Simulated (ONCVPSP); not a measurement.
# Nitrogen: generating and testing an ONCV potential

Do these settings give a usable potential? It is generated, then checked for transferability, scattering, ghosts and hardness.

Program: ONCVPSP 4.0.1.1 (patched build). Reference atom: PBEsol, scalar-relativistic, spherical and spin-unpolarised. All values are calculated.

**1. The atom and the settings**

Typed settings, in words:

```
element                 : nitrogen (N, Z = 7)
type                    : optimised norm-conserving Vanderbilt (ONCV)
frozen core             : [He]
valence charge          : 5
reference configuration : 2s2 2p3
partial waves           : 2s: rc 0.95 bohr, ncon 5, nbas 8, qcut 8.7 1/bohr, 3 projectors, debl 1.3 Ha; 2p: rc 1.60 bohr, ncon 4, nbas 9, qcut 10 1/bohr, 3 projectors, debl 3.8 Ha; d scattering state at 0.05 Ha: rc 1.65 bohr, ncon 4, nbas 7, qcut 6.8 1/bohr, 1 projector
local potential         : polynomial inside 0.70 bohr (lpopt 3, dvloc0 1 Ha)
core correction         : Teter function, fcfact 3.25, rcfact 1.05
```

**2. The generation run**

The input, N.dat:

```
# ATOM AND REFERENCE CONFIGURATION
# atsym  z   nc   nv     iexc    psfile
  N 7.00    1    2  -116133      upf
#
#   n    l    f
    1    0    2.00
    2    0    2.00
    2    1    3.00
#
# PSEUDOPOTENTIAL AND OPTIMIZATION
# lmax
    2
#
#   l,   rc,      ep,       ncon, nbas, qcut
    0    0.95    0.00    5    8    8.70
    1    1.60    0.00    4    9   10.00
    2    1.65    0.05    4    7    6.80
#
# LOCAL POTENTIAL
# lloc, lpopt,  rc(5),   dvloc0
    4    3    0.70    1.00
#
# VANDERBILT-KLEINMAN-BYLANDER PROJECTORs
# l, nproj, debl
    0    3    1.30
    1    3    3.80
    2    1    2.40
#
# MODEL CORE CHARGE
# icmod, fcfact, rcfact
    3    3.25    1.05
#
# LOG DERIVATIVE ANALYSIS
# epsh1, epsh2, depsh
   -2.00    5.00    0.02
#
# OUTPUT GRID
# rlmax, drl
    6.00    0.01
#
# TEST CONFIGURATIONS
# ncnf
    4
# nvcnf
#   n    l    f
    2
    2    0    2.00
    2    1    2.00
#
    2
    2    0    2.00
    2    1    1.00
#
    2
    2    0    2.00
    2    1    0.00
#
    2
    2    0    1.00
    2    1    0.00
#
```

The run is started by

```console
$ oncvpsp.x < N.dat > N.out
```

Before running it: what results should come out? Wanted: cutoffs for 1 and 0.1 mHa per electron, occupied waves; bound ghosts; GHOST(+) flags; largest test error; largest phase difference near zero energy, channels read; rms error of d²Exc/dn², without and with the model core.

**Answer**, as computed:

```
                                                quantity                                    value
  cutoffs for 1 and 0.1 mHa per electron, occupied waves                          31 Ha and 40 Ha
                                            bound ghosts                          s at -324.23 eV
                                          GHOST(+) flags               s at 1547 eV, s at 3390 eV
                            largest test error (AE − PS)  +542 meV, for 2s2 2p0 (1 test unsolved)
largest phase difference near zero energy, channels read                                0.000 rad
 rms error of d²Exc/dn², without and with the model core                        1.83 and 1.74 mHa
```

In words: It has a bound ghost (s), a state that the atom doesn't have, and that rules the file out. The worst unpolarised test, 2s2 2p0, is off by 542 meV on 89.1 eV; by total energies transferability rates as poor. That test lies far up in energy; among those under 40 eV, nearer to bonding, the largest error is 13 meV. Of the tests 1 gave no usable energy difference, which is a warning in itself. It counts as of middling hardness, with 31 Ha needed at the looser tolerance. Near zero energy the phases of the channels with partial waves agree within 0.001 rad. The program also flags highly localised states, GHOST(+) (s). All of this concerns the isolated atom, not yet a solid.
